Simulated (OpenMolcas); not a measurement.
# A workflow on C2H7NSi (SMILES C=NC[SiH3])

Wanted: the energy (HF/ANO-RCC-MB), then a single-point energy (CASSCF(2,2)/ANO-RCC-VDZP), then an energy scan (CASPT2(2,2)/ANO-RCC-VDZP), then an energy scan (SC-NEVPT2(2,2)/ANO-RCC-VDZP), then the energy along one coordinate (MC-PDFT[tPBE](2,2)/ANO-RCC-VDZP) of C2H7NSi. 

Program for the calculation: OpenMolcas 26.06.

## (1) The molecule

The species is C2H7NSi (11 atoms), meant as a singlet with charge 0. As SMILES, `C=NC[SiH3]`. The coordinates come from a PBE0-D4/def2-TZVP relaxation. This is one conformer, not always the lowest.

Bond lengths: C1–N2 1.259 Å, N2–C3 1.436 Å, C3–Si4 1.892 Å, C1–H5 1.089 Å, C1–H6 1.099 Å, C3–H7 1.095 Å, C3–H8 1.102 Å, Si4–H9 1.487 Å, Si4–H10 1.484 Å, Si4–H11 1.488 Å. Some angles: C1–N2–C3 118.6°, N2–C3–Si4 109.5°, N2–C1–H5 119.2°, N2–C1–H6 123.3°, N2–C3–H7 109.0°, N2–C3–H8 113.6°, Si4–C3–H7 106.9°, Si4–C3–H8 109.5°, C3–Si4–H9 109.5°, C3–Si4–H10 110.5°.

## (2) A single-point energy at HF/ANO-RCC-MB (DKH2) (run 1)

coord.xyz reads:

```xyz
11

C     -0.639400     1.869300     0.363900
N     -0.998600     0.713100     0.018000
C     -0.299000    -0.417000     0.562600
Si     0.706300    -1.257400    -0.802700
H     -1.145900     2.733500    -0.063200
H      0.166900     2.059000     1.086600
H     -1.029900    -1.151400     0.917900
H      0.365200    -0.161700     1.404500
H      1.729600    -0.311300    -1.319900
H     -0.179800    -1.683000    -1.914500
H      1.389900    -2.450100    -0.232400
```

step1.input reads:

```
&GATEWAY
  Coord=coord.xyz
  Basis=ANO-RCC-MB
  Group=NoSym

&SEWARD

&SCF
  PrOrbitals=0

&LOCALISATION
  Occupied
  Freeze
  Pipek-Mezey

&LOCALISATION
  FileOrb=$Project.LocOrb
  Virtual
  Pipek-Mezey
```

The run is started by

```console
$ export MOLCAS_MEM=1860
$ pymolcas step1.input > step1.log
```

Output:

```text
--- Start Module: gateway ---
[...]
--- Stop Module: gateway /rc=_RC_ALL_IS_WELL_ ---
[...]
      Basis functions           31
[...]
       Convergence after  11 Iterations
[...]
::    Total SCF energy                               -423.5574911981
[...]
      Total spin, S                                     0.0000000000
[...]
      Total electronic charge=   40.000000
      Total            charge=   -0.000000
[...]
      Dipole Moment (debye):
      Origin of the operator (angstrom)=   -0.0572   -0.1196   -0.1535
                   X=  9.8429E-01               Y= -1.5132E-01               Z=  1.0313E+00           Total=  1.4336E+00
      Quadrupole Moment (debye*angstrom):
[...]
--- Start Module: localisation ---
[...]
--- Stop Module: localisation /rc=_RC_ALL_IS_WELL_ ---
--- Start Module: localisation ---
[...]
--- Stop Module: localisation /rc=_RC_ALL_IS_WELL_ ---
[...]
```

Wall time 3.6 s (1 thread of Arm Neoverse V1, shared host); peak memory 0.38 GiB.

## (3) A single-point energy at CASSCF(2,2)/ANO-RCC-VDZP (DKH2, RICD fitting) (run 2)

coord.xyz is that of step 2.

step2.inp reads:

```
&GATEWAY
 Coord=coord.xyz
 Basis=ANO-RCC-MB
 Group=NoSym

&SEWARD

&RASSCF
 FileOrb=$CurrDir/step1.LocOrb
 Alter=2
 1 18 20
 1 21 23
 Spin=1
 Nactel=2 0 0
 Inactive=19
 Ras2=2
 OrbListing=Nothing
>>> COPY $Project.RunFile RUNFIL1
>>> COPY $Project.RasOrb INPORB

&GATEWAY
 Coord=coord.xyz
 Basis=ANO-RCC-VDZP
 Group=NoSym
 RICD

&SEWARD
>>> COPY $Project.RunFile RUNFIL2

&EXPBAS

&RASSCF
 FileOrb=$Project.ExpOrb
 Spin=1
 Nactel=2 0 0
 Inactive=19
 Ras2=2
 OrbListing=Nothing
 OrbAppear=Compact
```

The run is started by

```console
$ export MOLCAS_MEM=1860
$ pymolcas step2.inp > step2.log
```

Output:

```text
--- Start Module: gateway ---
[...]
      Basis functions           31
[...]
      Number of active orbitals                  2
[...]
      Spin quantum number                      0.0
[...]
      Active orbitals                            2
[...]
      Number of CSFs                             3
[...]
      Number of root(s) required                 1
[...]
      Convergence after  9 iterations
[...]
      printout of CI-coefficients larger than  0.05 for root  1
      energy=    -423.571182
      conf/sym  11     Coeff  Weight
             1  20   0.99398 0.98799
             3  02  -0.10957 0.01201
      Natural orbitals and occupation numbers for root  1
      sym 1:   1.975990   0.024010
      ************************************************************************************************************************
      *                                                    Final results                                                     *
[...]
::    RASSCF root number  1 Total energy:   -423.57118186
[...]
      Basis functions           95
[...]
      Convergence after 13 iterations
[...]
      Natural orbitals and occupation numbers for root  1
      sym 1:   1.981782   0.018218
      ************************************************************************************************************************
      *                                                    Final results                                                     *
[...]
::    RASSCF root number  1 Total energy:   -423.88756703
[...]
      Total electronic charge=   40.000000
      Total            charge=   -0.000000
[...]
      Dipole Moment (debye):
      Origin of the operator (angstrom)=   -0.0572   -0.1196   -0.1535
                   X=  9.3311E-01               Y=  7.2501E-01               Z=  1.2734E+00           Total=  1.7372E+00
      Quadrupole Moment (debye*angstrom):
[...]
```

Wall time 11 s (1 thread of Arm Neoverse V1, shared host); peak memory 0.38 GiB.

## (4) The energy along one coordinate at CASPT2(2,2)/ANO-RCC-VDZP (DKH2, RICD fitting, ipea shift 0.25 Eh, pt2 variant SS) (run 3)

step3.inp reads:

```
* C2H7NSi CASPT2
>>> COPY $CurrDir/step2.RasOrb $Project.RasOrb
>>> ForEach K in (1, 2, 3, 4, 5, 6, 7, 8, 9)

&GATEWAY
 Coord=$CurrDir/point$K.xyz
 Basis=ANO-RCC-VDZP
 Group=NoSym
 RICD

&SEWARD

&RASSCF
 FileOrb=$Project.RasOrb
 Spin=1
 Nactel=2 0 0
 Inactive=19
 Ras2=2
 OrbListing=Nothing
 OrbAppear=Compact

&CASPT2
 Imaginary=0.2
 Frozen=8
>>> EndDo
```

The run is started by

```console
$ export MOLCAS_MEM=1860
$ pymolcas step3.inp > step3.log
```

Output:

```text
[...]
      Basis functions           95
[...]
      Number of active orbitals                  2
[...]
      Spin quantum number                      0.0
[...]
      Active orbitals                            2
[...]
      Number of CSFs                             3
[...]
      Number of root(s) required                 1
[...]
      Convergence after 11 iterations
[...]
      printout of CI-coefficients larger than  0.05 for root  1
      energy=    -423.876269
      conf/sym  11     Coeff  Weight
             1  20   0.99688 0.99376
             3  02  -0.07897 0.00624
      Natural orbitals and occupation numbers for root  1
      sym 1:   1.987528   0.012472
      ************************************************************************************************************************
      *                                                    Final results                                                     *
[...]
::    RASSCF root number  1 Total energy:   -423.87626890
[...]
::    CASPT2 Root  1     Total energy:   -424.42521200
[...]
      Convergence after 11 iterations
[...]
      Natural orbitals and occupation numbers for root  1
      sym 1:   1.981760   0.018240
      ************************************************************************************************************************
      *                                                    Final results                                                     *
[...]
      Convergence after 10 iterations
[...]
      Convergence after 11 iterations
[...]
      Convergence after 10 iterations
[...]
::    RASSCF root number  1 Total energy:   -423.75420363
[...]
::    CASPT2 Root  1     Total energy:   -424.29361969
[...]
      Convergence after 11 iterations
[...]
::    RASSCF root number  1 Total energy:   -423.74948762
[...]
      Reference weight:           0.83534
[...]
::    CASPT2 Root  1     Total energy:   -424.28818895
[...]
```

Run time: 75 s. Hardware: 1 thread of Arm Neoverse V1, shared host; peak memory 0.085 GiB.

The scan, from its lowest point:

```
H9–Si4 (Å)  energy (kJ/mol)
     1.338             26.6
     1.487              0.0
     1.635             13.7
     1.858             68.6
     2.155            157.7
     2.527            254.0
     2.973            328.8
     3.568            372.1
     4.460            386.4
```

## (5) An energy scan at SC-NEVPT2(2,2)/ANO-RCC-VDZP (DKH2, RICD fitting, pt2 variant SC-NEVPT2) (run 4)

step4.inp reads:

```
>>> COPY $CurrDir/step2.RasOrb $Project.RasOrb
>>> ForEach K in (1, 2, 3, 4, 5, 6, 7, 8, 9)
&GATEWAY
Coord=$CurrDir/point$K.xyz
Basis=ANO-RCC-VDZP
Group=NoSym
RICD
&SEWARD
&RASSCF
FileOrb=$Project.RasOrb
Spin=1
Nactel=2 0 0
Inactive=19
Ras2=2
OrbListing=Nothing
OrbAppear=Compact
&CASPT2
SC-NEVPT2
Frozen=8
>>> EndDo
```

The run is started by

```console
$ export MOLCAS_MEM=1860
$ pymolcas step4.inp > step4.log
```

Output:

```text
--- Start Module: gateway ---
[...]
      Basis functions           95
[...]
      Number of active orbitals                  2
[...]
      Spin quantum number                      0.0
[...]
      Active orbitals                            2
[...]
      Number of CSFs                             3
[...]
      Number of root(s) required                 1
[...]
      Convergence after 11 iterations
[...]
      printout of CI-coefficients larger than  0.05 for root  1
      energy=    -423.876269
      conf/sym  11     Coeff  Weight
             1  20   0.99688 0.99376
             3  02  -0.07897 0.00624
      Natural orbitals and occupation numbers for root  1
      sym 1:   1.987528   0.012472
      ************************************************************************************************************************
      *                                                    Final results                                                     *
[...]
::    RASSCF root number  1 Total energy:   -423.87626890
[...]
::    SC-NEVPT2 Root  1     Total energy:   -424.42075094
[...]
      Convergence after 11 iterations
[...]
      Natural orbitals and occupation numbers for root  1
      sym 1:   1.981760   0.018240
      ************************************************************************************************************************
      *                                                    Final results                                                     *
[...]
      Convergence after 10 iterations
[...]
      Convergence after 11 iterations
[...]
      Convergence after 10 iterations
[...]
::    RASSCF root number  1 Total energy:   -423.75420363
[...]
::    SC-NEVPT2 Root  1     Total energy:   -424.29220723
[...]
      Convergence after 11 iterations
[...]
::    RASSCF root number  1 Total energy:   -423.74948762
[...]
::    SC-NEVPT2 Root  1     Total energy:   -424.28705947
[...]
```

Wall time 72 s (1 thread of Arm Neoverse V1, shared host); peak memory 0.086 GiB.

The scan, from its lowest point:

```csv
H9–Si4 (Å),energy (kJ/mol)
1.338,28.0
1.487,0.0
1.635,12.6
1.858,66.3
2.155,154.1
2.527,249.4
2.973,323.3
3.568,365.5
4.460,379.0
```

## (6) An energy scan at MC-PDFT[tPBE](2,2)/ANO-RCC-VDZP (DKH2, RICD fitting) (run 5)

step5.input reads:

```
* C2H7NSi MC-PDFT
>>> COPY $CurrDir/step2.RasOrb $Project.RasOrb
>>> ForEach K in (1, 2, 3, 4, 5, 6, 7, 8, 9)
&GATEWAY
Coord
$CurrDir/point$K.xyz
Basis
ANO-RCC-VDZP
Group
NoSym
RICD
&SEWARD
&RASSCF
FileOrb
$Project.RasOrb
Spin
1
Nactel
2 0 0
Inactive
19
Ras2
2
OrbListing
Nothing
OrbAppear
Compact
&MCPDFT
KSDFT
T:PBE
>>> EndDo
```

The run is started by

```console
$ export MOLCAS_MEM=1860
$ pymolcas step5.input > step5.log
```

Output:

```text
--- Start Module: gateway ---
[...]
      Basis functions           95
[...]
      Number of active orbitals                  2
[...]
      Spin quantum number                      0.0
[...]
      Active orbitals                            2
[...]
      Number of CSFs                             3
[...]
      Number of root(s) required                 1
[...]
      Convergence after 11 iterations
[...]
      printout of CI-coefficients larger than  0.05 for root  1
      energy=    -423.876269
      conf/sym  11     Coeff  Weight
             1  20   0.99688 0.99376
             3  02  -0.07897 0.00624
      Natural orbitals and occupation numbers for root  1
      sym 1:   1.987528   0.012472
      ************************************************************************************************************************
      *                                                    Final results                                                     *
[...]
::    RASSCF root number  1 Total energy:   -423.87626890
[...]
::    MCPDFT root number  1 Total energy:   -424.97546524
[...]
      Convergence after 11 iterations
[...]
      Natural orbitals and occupation numbers for root  1
      sym 1:   1.981760   0.018240
      ************************************************************************************************************************
      *                                                    Final results                                                     *
[...]
      Convergence after 10 iterations
[...]
      Convergence after 11 iterations
[...]
      Convergence after 10 iterations
[...]
::    RASSCF root number  1 Total energy:   -423.75420363
[...]
::    MCPDFT root number  1 Total energy:   -424.83984948
[...]
      Convergence after 11 iterations
[...]
::    RASSCF root number  1 Total energy:   -423.74948762
[...]
::    MCPDFT root number  1 Total energy:   -424.83486559
[...]
```

Wall time 86 s (1 thread of Arm Neoverse V1, shared host); peak memory 0.086 GiB.

The scan, from its lowest point:

```csv
H9–Si4 (Å),energy (kJ/mol)
1.338,28.2
1.487,0.0
1.635,12.0
1.858,64.9
2.155,153.3
2.527,252.8
2.973,335.0
3.568,384.2
4.460,397.3
```

## (7) Summary of results

| quantity | value |
| --- | --- |
| run 1, HF/ANO-RCC-MB: total energy | -423.55749 Eh |
| run 1, HF/ANO-RCC-MB: dipole moment | 1.43 D |
| run 1, HF/ANO-RCC-MB: HOMO energy | -11.77 eV |
| run 1, HF/ANO-RCC-MB: LUMO energy | 4.66 eV |
| run 1, HF/ANO-RCC-MB: HOMO–LUMO gap | 16.43 eV |
| run 2, CASSCF(2,2)/ANO-RCC-VDZP: total energy | -423.88757 Eh |
| run 2, CASSCF(2,2)/ANO-RCC-VDZP: dipole moment (CASSCF density) | 1.74 D |
| run 3, CASPT2(2,2)/ANO-RCC-VDZP: lowest energy of the scan | -424.43536 Eh |
| run 4, SC-NEVPT2(2,2)/ANO-RCC-VDZP: lowest energy of the scan | -424.43142 Eh |
| run 5, MC-PDFT[tPBE](2,2)/ANO-RCC-VDZP: lowest energy of the scan | -424.98619 Eh |
